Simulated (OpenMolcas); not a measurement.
**Co²⁺ among point charges: CASSCF and CASPT2 levels and susceptibility**

How does a field of 6 point charges split the states of Co²⁺, and what χT follows?

Program: OpenMolcas 26.06. Level of theory: state-averaged CASSCF and CASPT2, spin-orbit coupling by RASSI with atomic mean-field integrals. These are calculated values, not measurements, unless marked.

## (1) What is computed

```
Species                           : Co²⁺ (cobalt, Z = 27, 25 electrons)
Basis                             : ANO-RCC-VDZP [5s4p2d1f], 34 functions
Scalar Hamiltonian                : DKH2, point nucleus
Inactive shells                   : 1s 2s 2p 3s 3p
Active space                      : 7 electrons in 5 orbitals (3d)
Some configurations of this space : 3d⁷
Orbitals                          : optimised for each spin and parity, averaged over all roots
```

The outer shells:

3d7
```
3d [↑↓][↑↓][↑ ][↑ ][↑ ]
```

The ion sits among 6 point charges of -1.5 e arranged as an octahedron (Oh), 1.75 Å from the ion.

The work runs as a chain of OpenMolcas steps in one folder; each step below is one input file. Labels, J, g values, rates, χT and fits are worked out afterwards by a script from the matrices that RASSI stores. The input lists half of the charges; inversion (Group=XYZ) makes the rest.

## (2) Basis and integrals

The input, a.inp:

```
&GATEWAY
Coord
1

Co 0.0 0.0 0.0
Basis=ANO-RCC-VDZP
Group=XYZ
NoMove
AngMom=0.0 0.0 0.0
AMFI
XField
3 Angstrom 0
1.750000 0.000000 0.000000 -1.500000
0.000000 1.750000 0.000000 -1.500000
0.000000 0.000000 1.750000 -1.500000
&SEWARD
```

Command:

```sh
> OMP_NUM_THREADS=1 MOLCAS_MEM=1689 MOLCAS_PROJECT=a pymolcas a.inp > a.log
```

## (3) CASSCF: quartets of even parity, 10 roots

The input, a.inp:

```
&RASSCF
FileOrb=start.orb
Symmetry=1
Spin=4
nActEl=7 0 0
Inactive=3 6
Ras2=5 0
CIRoot=10 10 1
SDav=10
CIMx=300
Iter=120 100
PrWF=0.3
OrbListing=Nothing
MaxOrb=0
>>> COPY $Project.JobIph JOB001
```

start.orb holds the contracted functions of the basis, ordered by shell, or the orbitals of the step before.

## (4) Reference wave functions, doublets of even parity, 40 roots

The input, a.inp:

```
&RASSCF
FileOrb=start.orb
Symmetry=1
Spin=2
nActEl=7 0 0
Inactive=3 6
Ras2=5 0
CIRoot=40 40 1
SDav=40
CIMx=300
Iter=120 100
PrWF=0.3
OrbListing=Nothing
MaxOrb=0
>>> COPY $Project.JobIph JOB002
```

## (5) RASSI: spin-orbit coupling between the states

The input, a.inp:

```
&RASSI
NrOfJobIphs=2 10 40
1 2 3 4 5 6 7 8 9 10
1 2 3 4 5 6 7 8 9 10 11 12 13 14 15 16 17 18 19 20 21 22 23 24 25 26 27
28 29 30 31 32 33 34 35 36 37 38 39 40
IphNames
JOB001
JOB002
EJob
SpinOrbit
DIPRint=1.0
SOCoupling=1000.0
Subsets=2
Property=9
'ANGMOM' 1 'ANGMOM' 2 'ANGMOM' 3 'MLTPL  1' 1 'MLTPL  1' 2 'MLTPL  1' 3
'AMFI' 1 'AMFI' 2 'AMFI' 3
SOProperty=3
'ANGMOM' 1 'ANGMOM' 2 'ANGMOM' 3
```

## (6) CASPT2: IPEA 0.25, imaginary shift 0.1 (closed shells correlated: 3s 3p)

The input, a.inp:

```
>>> COPY JOB001 $Project.JobIph
&CASPT2
Multistate=10 1 2 3 4 5 6 7 8 9 10
NoMult
Frozen=2 3
IPEA=0.25
Imaginary=0.1
MaxIter=60
WThr=0.0 0.3 0.05
PrWF=0.5
NoMix
>>> COPY JOB002 $Project.JobIph
&CASPT2
Multistate=40 1 2 3 4 5 6 7 8 9 10 11 12 13 14 15 16 17 18 19 20 21 22
23 24 25 26 27 28 29 30 31 32 33 34 35 36 37 38 39 40
NoMult
Frozen=2 3
IPEA=0.25
Imaginary=0.1
MaxIter=60
WThr=0.0 0.3 0.05
PrWF=0.5
NoMix
```

(Steps that only read results are left out.)

Before running it: what results should come out? Wanted: spin-free ground state; first state of the same spin within the active space; lowest level; next level.

**Answer**, as computed:

```
                                            quantity                                                                        value
                                              method  SS-CASPT2, IPEA 0.25, imaginary shift 0.1 (closed shells correlated: 3s 3p)
                              spin-free ground state                                              4T1, 3-fold in its orbital part
first state of the same spin within the active space                                                             4T2 at 7140 cm⁻¹
                                        lowest level                                              2-fold Γ6, g = 4.48, 4.48, 4.48
                                          next level                                                                   365.8 cm⁻¹
                                         χT at 300 K                                                               3.64 cm³ K/mol
                           effective moment at 300 K                                                                      5.39 μB
```

Cost by method:

```
                                              method  time of its own steps  time with the reference
                                           A. CASSCF                   10 s                     10 s
B. SS-CASPT2, IPEA 0.25, imaginary shift 0.1, +3s 3p                  3.4 s                     14 s
```

Times are of one thread on a shared host.

In words: The spin-free ground state (4T1) comes to 98 % from free-ion F terms and keeps the highest spin of the shell. χT at 300 K is 3.64, against 1.88 cm³ K/mol for the spin alone, so orbital moment adds to it. An active space of the d shell alone favours high spin; real ions in strong fields can be low spin. A ligand-field fit to the states below 45000 cm-1 gives 10Dq = 7258 cm-1, B = 1028 cm-1 and C = 4181 cm-1 (C/B = 4.07), with a deviation of 670 cm-1. CASPT2 does not keep the components of a term degenerate, and the means are used. The field of point charges can differ much from that of real complexes. With metal d orbitals alone active, the gaps between spin states are rough; where two lie within a few thousand cm-1, their order is open. Point charges carry no covalency, so the field is a model and not that of real ligands.
